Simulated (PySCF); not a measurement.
# C2H3FGaN (SMILES F[CH]1N=[CH][GaH]1): levels of theory compared

Wanted: a comparison of 6 runs (HF/STO-3G, HF/def2-SVP, HF/def2-TZVP, r2SCAN/cc-pVDZ, B3LYP/6-31G*, B3LYP/def2-SVP) of C2H3FGaN. The job is set up through a Python script.

Program for the calculation: PySCF 2.14.0.

## Step 1: The molecule

The species is C2H3FGaN (8 atoms), meant as a singlet with charge 0. SMILES: `F[CH]1N=[CH][GaH]1`. Geometry: relaxed at PBE0-D4/def2-TZVP.

Bond lengths: F1–C2 1.370 Å, C2–N3 1.456 Å, N3–C4 1.281 Å, C2–Ga5 2.045 Å, C4–Ga5 1.992 Å, C2–H6 1.093 Å, C4–H7 1.091 Å, Ga5–H8 1.568 Å. Some angles: F1–C2–N3 111.4°, F1–C2–Ga5 120.1°, N3–C2–Ga5 87.3°, C2–N3–C4 109.0°, N3–C4–Ga5 94.6°, C2–Ga5–C4 67.1°, F1–C2–H6 107.7°, N3–C2–H6 109.0°, Ga5–C2–H6 119.0°, N3–C4–H7 119.1°.

## Step 2: Energy and gradient at HF/STO-3G (run 1)

The input, input.xyz:

```xyz
8

F     -2.111100    -0.029000     0.445400
C     -0.833000     0.462900     0.394800
N      0.096100    -0.395800     1.114700
C      1.138600    -0.581000     0.393600
Ga     0.319400     0.154000    -1.266300
H     -0.838400     1.451700     0.860600
H      1.997700    -1.096100     0.825400
H      0.322800    -0.023900    -2.824000
```

The input, job.py:

```python
import pyscf.grad
from pyscf import gto

molecule = gto.M(
    atom='input.xyz',
    basis='sto-3g',
    max_memory=1860,
    verbose=4,
)

myscf = molecule.RHF()
myscf.conv_tol = 1e-10
myscf.kernel()
if not myscf.converged:
    myscf = myscf.newton().run(myscf.mo_coeff, myscf.mo_occ)

e_tot = myscf.e_tot
print(f'total energy: {e_tot:.8f} hartree')
grad = myscf.Gradients().kernel()
myscf.analyze()
```

On the command line:

```console
$ OMP_NUM_THREADS=1 python job.py
```

The log of the run:

```text
PySCF version 2.14.0

[... 101 lines left out ...]
Nuclear Repulsion Energy =             320.187661809355859
[... 6 lines left out ...]
MO #1   energy= -374.650968758299  occ= 2
[... 4 lines left out ...]
MO #6   energy= -25.91032063391    occ= 2
[... 4 lines left out ...]
MO #11  energy= -3.95236265165393  occ= 2
[... 4 lines left out ...]
MO #16  energy= -0.844883173406407 occ= 2
[... 4 lines left out ...]
MO #21  energy= -0.487025628084434 occ= 2
[... 4 lines left out ...]
MO #26  energy= -0.355135968893128 occ= 2
[... 4 lines left out ...]
MO #31  energy= -0.256404286752513 occ= 2
[... 4 lines left out ...]
MO #36  energy= 0.61318176999092   occ= 0
[... 4 lines left out ...]
MO #41  energy= 0.993505489986589  occ= 0
[... 13 lines left out ...]
pop of  2 N 2s            1.51773
pop of  2 N 2px           1.08635
pop of  2 N 2py           1.08796
pop of  2 N 2pz           1.46445
pop of  3 C 1s            1.99984
pop of  3 C 2s            1.12362
pop of  3 C 2px           0.95949
pop of  3 C 2py           0.94134
pop of  3 C 2pz           1.05497
pop of  4 Ga 1s           2.00000
pop of  4 Ga 2s           1.99999
pop of  4 Ga 3s           1.99894
pop of  4 Ga 4s           1.23981
pop of  4 Ga 2px          2.00000
pop of  4 Ga 2py          2.00000
pop of  4 Ga 2pz          2.00000
pop of  4 Ga 3px          1.99913
pop of  4 Ga 3py          1.99898
pop of  4 Ga 3pz          1.99890
pop of  4 Ga 4px          0.59865
pop of  4 Ga 4py          0.26139
pop of  4 Ga 4pz          0.83887
pop of  4 Ga 3dxy         1.99162
pop of  4 Ga 3dyz         1.97341
pop of  4 Ga 3dz^2        1.84804
pop of  4 Ga 3dxz         1.92720
pop of  4 Ga 3dx2-y2      1.99316
pop of  5 H 1s            0.97620
pop of  6 H 1s            0.96910
pop of  7 H 1s            1.06730
 ** Mulliken atomic charges  **
charge of    0F =     -0.12335
charge of    1C =      0.03967
charge of    2N =     -0.15637
charge of    3C =     -0.07927
charge of    4Ga =      0.33192
charge of    5H =      0.02380
charge of    6H =      0.03090
charge of    7H =     -0.06730
Dipole moment(X, Y, Z, Debye):  1.54303,  1.04450, -2.38203
```

Run time: 8.4 s. Hardware: 1 thread of Intel Xeon at 2.50GHz (Skylake/Cascade Lake), shared host; peak memory 0.12 GiB.

## Step 3: Energy and forces at HF/def2-SVP (run 2)

The input, run.py:

```python
from pyscf import gto, scf

mol = gto.M(
    atom='''
F     -3.989401    -0.054802     0.841684
C     -1.574142     0.874754     0.746064
N      0.181603    -0.747954     2.106478
C      2.151642    -1.097931     0.743796
Ga     0.603579     0.291018    -2.392960
H     -1.584346     2.743315     1.626298
H      3.775106    -2.071329     1.559780
H      0.610004    -0.045164    -5.336587
''',
    unit='bohr',
    max_memory=1860,
    spin=0,
    basis='def2-svp',
    verbose=3,
)

calc0 = scf.RHF(mol)
calc0.conv_tol = 1e-10
calc0.kernel()
if not calc0.converged:
    calc0 = calc0.newton().run(calc0.mo_coeff, calc0.mo_occ)

e_tot = calc0.e_tot
print('Final energy', e_tot)
grad = calc0.nuc_grad_method().kernel()
calc0.analyze()
```

On the command line:

```console
$ OMP_NUM_THREADS=1 python run.py
```

The log of the run:

```text
converged SCF energy = -2154.09403581236
[... 13 lines left out ...]
MO #4   energy= -42.5143246256241  occ= 2
[... 8 lines left out ...]
MO #13  energy= -4.50619517168221  occ= 2
[... 8 lines left out ...]
MO #22  energy= -0.765056892350861 occ= 2
[... 8 lines left out ...]
MO #31  energy= -0.358521670692111 occ= 2
[... 8 lines left out ...]
MO #40  energy= 0.328522942096776  occ= 0
[... 8 lines left out ...]
MO #49  energy= 0.66056508525942   occ= 0
[... 8 lines left out ...]
MO #58  energy= 0.958117549529529  occ= 0
[... 8 lines left out ...]
MO #67  energy= 1.53059206279976   occ= 0
[... 8 lines left out ...]
MO #76  energy= 2.02662655580378   occ= 0
[... 8 lines left out ...]
MO #85  energy= 2.40775620793406   occ= 0
[... 8 lines left out ...]
MO #94  energy= 3.07195246937304   occ= 0
[... 8 lines left out ...]
MO #103 energy= 4.22510683254574   occ= 0
[... 9 lines left out ...]
Dipole moment(X, Y, Z, Debye):  2.60084,  1.56741, -2.75886
```

Run time: 40 s. Hardware: 1 thread of Intel Xeon at 2.50GHz (Skylake/Cascade Lake), shared host; peak memory 0.22 GiB.

## Step 4: Energy and gradient at HF/def2-TZVP (run 3)

The input, calc.py:

```python
from pyscf import gto, scf

mol = gto.M(
    atom='''
F     -2.111100    -0.029000     0.445400
C     -0.833000     0.462900     0.394800
N      0.096100    -0.395800     1.114700
C      1.138600    -0.581000     0.393600
Ga     0.319400     0.154000    -1.266300
H     -0.838400     1.451700     0.860600
H      1.997700    -1.096100     0.825400
H      0.322800    -0.023900    -2.824000
''',
    basis='def2-tzvp',
    verbose=3,
    max_memory=1860,
)

mf = scf.RHF(mol)
mf.conv_tol = 1e-10
mf.kernel()
if not mf.converged:
    mf = mf.newton().run(mf.mo_coeff, mf.mo_occ)

energy = mf.e_tot
print('E(%s) = %.9f' % ('HF', energy))
grad = mf.nuc_grad_method().kernel()
mf.analyze()
```

On the command line:

```console
$ OMP_NUM_THREADS=1 python calc.py
```

The log of the run:

```text
converged SCF energy = -2154.62128145822
[... 23 lines left out ...]
MO #14  energy= -1.58798425581855  occ= 2
[... 15 lines left out ...]
MO #30  energy= -0.391946179430979 occ= 2
[... 15 lines left out ...]
MO #46  energy= 0.358342345606211  occ= 0
[... 15 lines left out ...]
MO #62  energy= 0.718308754643158  occ= 0
[... 15 lines left out ...]
MO #78  energy= 1.19178243685036   occ= 0
[... 15 lines left out ...]
MO #94  energy= 1.73165323748001   occ= 0
[... 15 lines left out ...]
MO #110 energy= 2.4263928317914    occ= 0
[... 15 lines left out ...]
MO #126 energy= 3.08519194075301   occ= 0
[... 15 lines left out ...]
MO #142 energy= 3.65694797267855   occ= 0
[... 15 lines left out ...]
MO #158 energy= 4.63164530935277   occ= 0
[... 15 lines left out ...]
MO #174 energy= 6.37989951860931   occ= 0
[... 15 lines left out ...]
MO #190 energy= 58.9675971110486   occ= 0
[... 9 lines left out ...]
Dipole moment(X, Y, Z, Debye):  2.64603,  1.44296, -2.71367
```

Wall time 4.4 min (1 thread of Intel Xeon at 2.50GHz (Skylake/Cascade Lake), shared host); peak memory 1.4 GiB.

Runs 4 to 5 aren't shown in full; the table further down has their settings and results.

## Step 5: Energy and forces at B3LYP/def2-SVP (run 6)

The input, input.py:

```python
from pyscf import gto, dft

molecule = gto.Mole()
molecule.atom = '''
F   -2.111100  -0.029000   0.445400
C   -0.833000   0.462900   0.394800
N    0.096100  -0.395800   1.114700
C    1.138600  -0.581000   0.393600
Ga   0.319400   0.154000  -1.266300
H   -0.838400   1.451700   0.860600
H    1.997700  -1.096100   0.825400
H    0.322800  -0.023900  -2.824000
'''
molecule.basis = 'def2-svp'
molecule.spin = 0
molecule.verbose = 4
molecule.charge = 0
molecule.max_memory = 1860
molecule.build()

ks = dft.RKS(molecule, xc='b3lyp')
ks.conv_tol = 1e-10
ks.grids.level = 5
ks.kernel()
if not ks.converged:
    ks = ks.newton().run(ks.mo_coeff, ks.mo_occ)

energy = ks.e_tot
print('E = %.10f Eh' % energy)
grad = ks.nuc_grad_method().kernel()
dip = ks.dip_moment()
pop, q = ks.mulliken_pop()
```

On the command line:

```console
$ OMP_NUM_THREADS=1 python input.py
```

The log of the run:

```text
PySCF version 2.14.0

[... 78 lines left out ...]
converged SCF energy = -2157.00396688488
[... 13 lines left out ...]
Dipole moment(X, Y, Z, Debye):  1.92489,  1.13124, -1.73569
[... 73 lines left out ...]
pop of  4 Ga 5pz          0.23109
pop of  4 Ga 3dxy         1.60518
pop of  4 Ga 3dyz         1.60499
pop of  4 Ga 3dz^2        1.59997
pop of  4 Ga 3dxz         1.60942
pop of  4 Ga 3dx2-y2      1.60568
pop of  4 Ga 4dxy         0.36731
pop of  4 Ga 4dyz         0.36791
pop of  4 Ga 4dz^2        0.36941
pop of  4 Ga 4dxz         0.36770
pop of  4 Ga 4dx2-y2      0.36724
pop of  4 Ga 5dxy         0.03153
pop of  4 Ga 5dyz         0.04721
pop of  4 Ga 5dz^2        0.06097
pop of  4 Ga 5dxz         0.05314
pop of  4 Ga 5dx2-y2      0.03307
pop of  5 H 1s            0.76064
pop of  5 H 2s            0.18356
pop of  5 H 2px           0.00211
pop of  5 H 2py           0.01245
pop of  5 H 2pz           0.00678
pop of  6 H 1s            0.75156
pop of  6 H 2s            0.20447
pop of  6 H 2px           0.00985
pop of  6 H 2py           0.00582
pop of  6 H 2pz           0.00575
pop of  7 H 1s            0.69672
pop of  7 H 2s            0.36538
pop of  7 H 2px           0.00085
pop of  7 H 2py           0.00067
pop of  7 H 2pz           0.00676
 ** Mulliken atomic charges  **
charge of    0F =     -0.23767
charge of    1C =      0.23692
charge of    2N =     -0.19506
charge of    3C =     -0.03084
charge of    4Ga =      0.24001
charge of    5H =      0.03446
charge of    6H =      0.02256
charge of    7H =     -0.07038
```

Run time: 91 s. Hardware: 1 thread of Intel Xeon at 2.50GHz (Skylake/Cascade Lake), shared host; peak memory 1 GiB.

## Step 6: The series

```
run                               level  integration grid  Cartesian functions   energy (Eh)  dipole moment (D)  HOMO energy (eV)  LUMO energy (eV)  wall time
  1                           HF/STO-3G                 –                   no  -2129.121550               3.02             -6.98              3.94      8.4 s
  2                         HF/def2-SVP                 –                   no  -2154.094036               4.10             -9.76              0.80       40 s
  3                        HF/def2-TZVP                 –                   no  -2154.621281               4.06             -9.71              0.75    4.4 min
  4                      r2SCAN/cc-pVDZ                 5                   no  -2157.230332               2.52             -5.68             -2.64    2.6 min
  5  B3LYP/6-31G* (Cartesian functions)                 5                  yes  -2157.150559               2.63             -6.47             -2.24    1.8 min
  6                      B3LYP/def2-SVP                 5                   no  -2157.003967               2.83             -6.49             -2.27       91 s
```

## Step 7: What came out

| quantity | value |
| --- | --- |
| run 6: total energy | -2157.00397 Eh |
| run 6: dipole moment | 2.83 D |
| run 6: HOMO energy | -6.49 eV |
| run 6: LUMO energy | -2.27 eV |
| run 6: HOMO–LUMO gap | 4.22 eV |
| run 6: largest force on an atom | 0.357 eV/Å |

In words: The dipole moment (its size) runs from 2.52 D (r2SCAN/cc-pVDZ) to 4.10 D (HF/def2-SVP). The two ends differ in method and basis. The HOMO–LUMO gap runs from 3.03 eV (r2SCAN/cc-pVDZ) to 10.92 eV (HF/STO-3G). Totals of different functionals can't be ranked against each other. In run 1 the basis is minimal, so the values are rough. All runs together took 11 min, the longest 4.4 min.
